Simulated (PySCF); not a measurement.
**HNPt: spin, charge, geometry and surroundings**

How does HNPt answer to another spin, charge, distance or environment?

Method: each script names its method and basis; program: PySCF 2.14.0.

3 further runs of the same task are left out: 1 for a known fault of the program, 2 that didn't finish. Runs told in other sessions of the task aren't counted.

### 1 Where the work starts

HNPt: 3 atoms, charge 0, spin multiplicity 1.

Bond lengths: Pt1–N2 1.677 Å, Pt1–H3 1.578 Å. Angles: N2–Pt1–H3 120.0°.

As a file:

```csv
atom,x (Å),y (Å),z (Å)
Pt1,0.0895,0.0000,-0.0609
N2,-1.3515,0.0000,0.7975
H3,1.4664,0.0000,0.7092
```

### 2 Base script

The input, input.py:

```python
from pyscf import gto, scf, mp

mol = gto.M(
    atom='Pt 0.0895 0 -0.0609; N -1.3515 0 0.7975; H 1.4664 0 0.7092',
    basis='lanl2dz',
    ecp={'Pt': 'lanl2dz'},
    charge=0,
    spin=0,
    verbose=4,
)
mf = scf.RHF(mol)
mf.level_shift = 0.3
mf = mf.newton()
mf.kernel()
mp.MP2(mf).kernel()
mf.dip_moment()
print('orbital energies (hartree):', mf.mo_energy[..., max(0, mol.nelec[1]-3):mol.nelec[0]+3].round(4))
```

Command:

```sh
$ OMP_NUM_THREADS=1 python input.py
```

Its log is not repeated here.

### 3 Charge -1 (doublet, UHF)

Edit 1 changes charge: 0 → -1; spin (2S): 0 → 1; SCF type: RHF → UHF.

The input, input.py:

```python
from pyscf import gto, scf, mp

mol = gto.M(
    atom='Pt 0.0895 0 -0.0609; N -1.3515 0 0.7975; H 1.4664 0 0.7092',
    basis='lanl2dz',
    ecp={'Pt': 'lanl2dz'},
    charge=-1,
    spin=1,
    verbose=4,
)
mf = scf.UHF(mol)
mf.level_shift = 0.3
mf = mf.newton()
mf.kernel()
mp.MP2(mf).kernel()
mf.dip_moment()
print('orbital energies (hartree):', [e[max(0, n-3):n+3].round(4) for e, n in zip(mf.mo_energy, mol.nelec)])
```

### 4 Coordinates × 1.07

Edit 2 changes geometry: coordinates × 1 → coordinates × 1.07.

input.py: that of step 2 with these lines changed.

```diff
@@ -3,3 +3,3 @@
 mol = gto.M(
-    atom='Pt 0.0895 0 -0.0609; N -1.3515 0 0.7975; H 1.4664 0 0.7092',
+    atom='Pt 0.0958 0 -0.0652; N -1.4461 0 0.8533; H 1.569 0 0.7588',
     basis='lanl2dz',
```

### 5 Electric field 0.001 a.u.

Edit 3 changes electric field: none → 0.001 a.u.

input.py: that of step 2 with these lines changed.

```diff
@@ -11,2 +11,7 @@
 mf = scf.RHF(mol)
+field = 0.001  # electric field along z, atomic units
+h = mf.get_hcore() + field*mol.intor('int1e_r')[2]
+mf.get_hcore = lambda *args: h
+e_nuc = mol.energy_nuc() - field*mol.atom_charges() @ mol.atom_coords()[:, 2]
+mf.energy_nuc = lambda *args: e_nuc
 mf.level_shift = 0.3
```

### 6 Charge +2 (UHF)

Edit 4 changes charge: 0 → 2; SCF type: RHF → UHF.

The input, input.py:

```python
from pyscf import gto, scf, mp

mol = gto.M(
    atom='Pt 0.0895 0 -0.0609; N -1.3515 0 0.7975; H 1.4664 0 0.7092',
    basis='lanl2dz',
    ecp={'Pt': 'lanl2dz'},
    charge=2,
    spin=0,
    verbose=4,
)
mf = scf.UHF(mol)
mf.level_shift = 0.3
mf = mf.newton()
mf.kernel()
mp.MP2(mf).kernel()
mf.dip_moment()
print('orbital energies (hartree):', [e[max(0, n-3):n+3].round(4) for e, n in zip(mf.mo_energy, mol.nelec)])
```

### 7 Charge +1 (doublet, UHF)

Edit 5 changes charge: 0 → 1; spin (2S): 0 → 1; SCF type: RHF → UHF.

The input, input.py:

```python
from pyscf import gto, scf, mp

mol = gto.M(
    atom='Pt 0.0895 0 -0.0609; N -1.3515 0 0.7975; H 1.4664 0 0.7092',
    basis='lanl2dz',
    ecp={'Pt': 'lanl2dz'},
    charge=1,
    spin=1,
    verbose=4,
)
mf = scf.UHF(mol)
mf.level_shift = 0.3
mf = mf.newton()
mf.kernel()
mp.MP2(mf).kernel()
mf.dip_moment()
print('orbital energies (hartree):', [e[max(0, n-3):n+3].round(4) for e, n in zip(mf.mo_energy, mol.nelec)])
```

What does the calculation give? Wanted: for each run, E(SCF); from base; gap, α spin; SCF dipole; after the SCF.

The runs gave:

```csv
run,E(SCF) (hartree),from base (eV),cycles,"gap, α spin (eV)",SCF dipole (D),after the SCF
base,-173.025694,0,5 macro,8.52,3.32,MP2 correlation -6.786 eV
"charge -1 (doublet, UHF)",-173.111715,-2.3407,7 macro,8.51,n/a,MP2 correlation -6.528 eV
coordinates × 1.07,-173.038863,-0.3583,5 macro,8.98,3.34,MP2 correlation -6.302 eV
electric field 0.001 a.u.,-173.024434,+0.0343,6 macro,8.49,3.23,MP2 correlation -6.788 eV
charge +2 (UHF),-172.155047,+23.6915,12 macro,12.58,n/a,MP2 correlation -3.148 eV
"charge +1 (doublet, UHF)",-172.802749,+6.0666,6 macro,12.16,n/a,MP2 correlation -3.878 eV
```

In words: Of the runs whose energies can be compared (other charges aside), “coordinates × 1.07” moves the SCF energy most (-0.358 eV). At the SCF level, adding an electron (to the doublet) releases 2.34 eV at fixed geometry. At the SCF level, going to the doublet with one electron fewer costs 6.07 eV at fixed geometry, against 9.68 eV for the negative of the highest filled level.
